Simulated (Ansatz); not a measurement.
# C₂H₇MgNS: up Jacob's ladder to CCSD(T)

One table from this session's results is given with a row withheld; the runs are named, their logs left out.

Program: Ansatz 0.2.0, Gaussian basis. Level of theory: functionals in def2-TZVPP, the program's frozen cores in correlated methods. These are calculated values, not measurements.

The runs, in order: LDA (SPW92), PBE-D4, revPBE-D4, BLYP-D4, r2SCAN-D4, B97M-V, PBE0-D4, B3LYP-D4, r2SCANh-D4, r2SCAN0-D4, HSE06-D4, BHLYP-D4, CAM-B3LYP-D4, LC-ωPBE, ωB97X-V, ωB97M-V, B2PLYP, PBE-QIDH; CCSD(T)/def2-SVP; CCSD(T)/def2-TZVPP; MP2/def2-QZVPP; extrapolation to the limit; RPA on PBE.

**Structure used throughout**

The geometry comes from an earlier relaxation with PBE0-D4 in a triple-zeta def2 set; it is a stationary point, not always the lowest conformer.

SMILES `C[N](C)[Mg][SH]`, 12 atoms, charge 0, spin multiplicity 1.

Atoms are counted from 1 here; the program's logs count them from 0.

Bond lengths: C1–N2 1.439 Å, C1–H6 1.103 Å, C1–H7 1.103 Å, C1–H8 1.096 Å, N2–C3 1.439 Å, N2–Mg4 1.890 Å, C3–H9 1.103 Å, C3–H10 1.096 Å, C3–H11 1.103 Å, Mg4–S5 2.289 Å, S5–H12 1.345 Å. Angles: N2–C1–H6 112.3°, N2–C1–H7 112.3°, N2–C1–H8 111.6°, H6–C1–H7 106.5°, H6–C1–H8 106.9°, H7–C1–H8 106.9°, C1–N2–C3 110.7°, C1–N2–Mg4 124.7°, C3–N2–Mg4 124.6°, N2–C3–H9 112.3°, N2–C3–H10 111.6°, N2–C3–H11 112.3°, H9–C3–H10 106.9°, H9–C3–H11 106.5°, H10–C3–H11 106.9°, N2–Mg4–S5 179.1°, Mg4–S5–H12 92.8°.

Set-up of the first run:

File in.yaml:

```yaml
crystal:
  periodic: [false, false, false]
  atoms:
    - {symbol: C, position_ang: [-0.965081, -0.942322, 0.791302]}
    - {symbol: N, position_ang: [0.027981, -0.225199, 0.035850]}
    - {symbol: C, position_ang: [1.332283, -0.799618, 0.235819]}
    - {symbol: Mg, position_ang: [-0.331273, 1.266332, -1.067218]}
    - {symbol: S, position_ang: [-0.771680, 3.050943, -2.431094]}
    - {symbol: H, position_ang: [-0.759869, -0.925134, 1.875370]}
    - {symbol: H, position_ang: [-1.024319, -2.005304, 0.501246]}
    - {symbol: H, position_ang: [-1.965330, -0.517552, 0.649732]}
    - {symbol: H, position_ang: [1.642621, -0.775903, 1.294469]}
    - {symbol: H, position_ang: [2.101057, -0.264961, -0.333480]}
    - {symbol: H, position_ang: [1.376850, -1.856150, -0.079341]}
    - {symbol: H, position_ang: [-0.586339, 3.939468, -1.438655]}
basis:
  gaussian: {orbitals: def2-TZVPP}
hamiltonian: {xc: lda}
output: {orbitals: {seedname: orbitals}}
```

Started as:

```bash
> ansatz run in.yaml --threads 2 --pin off --events-out ev --progress --plain --max-ram 32768MiB --backend cpu
```

Among the steps run: LDA; PBE-D4 (GGA); revPBE-D4 (GGA); BLYP-D4 (GGA); r2SCAN-D4 (meta-GGA); B97M-V (meta-GGA); B3LYP-D4 (hybrid); r2SCANh-D4 (hybrid); r2SCAN0-D4 (hybrid); HSE06-D4 (hybrid); BHLYP-D4 (hybrid); CAM-B3LYP-D4 (range-separated); LC-ωPBE (range-separated); ωB97X-V (range-separated); ωB97M-V (range-separated); B2PLYP (double hybrid); PBE-QIDH (double hybrid).

One of the session's tables, all rows but one given; the rest of the session is left out.

It belongs to the step «Frontier levels by functional». 

```
  functional  HOMO (eV)  gap (eV)
 LDA (SPW92)      -4.55      2.44
      PBE-D4      -4.41      2.53
   revPBE-D4          ?         ?
     BLYP-D4      -4.31      2.49
   r2SCAN-D4      -4.60      3.12
      B97M-V      -4.71      2.84
     PBE0-D4      -5.62      4.45
    B3LYP-D4      -5.44      4.01
  r2SCANh-D4      -5.06      3.80
  r2SCAN0-D4      -5.77      4.83
    HSE06-D4      -5.22      3.70
    BHLYP-D4      -6.81      6.24
CAM-B3LYP-D4      -7.01      6.61
     LC-ωPBE      -8.31      9.03
     ωB97X-V      -8.00      8.52
     ωB97M-V      -7.93      8.09
```

Q: Estimate the row for revPBE-D4 from the others.

The run gave: HOMO (eV): -4.34; gap (eV): 2.60. In the column «HOMO (eV)» it lies between PBE-D4 (-4.41) and BLYP-D4 (-4.31).
